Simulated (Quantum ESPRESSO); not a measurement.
## MoSe: zone-centre phonons under several settings

```xyz
2
Lattice="3.5002 0.0000 0.0000 0.0000 3.5002 0.0000 0.0000 0.0000 3.5002" Properties=species:S:1:pos:R:3 pbc="T T T"
Mo    0.0000    0.0000    0.0000
Se    1.7501    1.7501    1.7501
```

The cell was built by a generator and needn't be a form met in nature.

All runs used Quantum ESPRESSO 7.5; k mesh 4 × 4 × 4, shifted; relaxed cell; no spin polarisation; cutoff 612 eV; occupations fermi-dirac, width 0.05 eV.

```tsv
level	potentials	volume (Å³/atom)	lowest optical mode without the field (cm⁻¹)
LDA	GBRV 1.5 LDA	?	?
PBE	GBRV 1.5 PBE	15.87	154
PBEsol	GBRV 1.5 PBEsol	15.29	167
```

What stands in the row left open?

Volume 15.04 Å³/atom; lowest optical mode without the field 170 cm⁻¹.

Caveats: all runs use coarse meshes; the mesh is thin for the phonons of a metal; the volume moved by over 15 % at a fixed basis, so the end points are rough.

For the row left open. Caveat: the k mesh is coarse (spacing up to 0.45 Å⁻¹), so the values aren't converged; the mesh is thin for the phonons of a metal; the volume moved by over 15 % at a fixed basis, so the end points are rough.
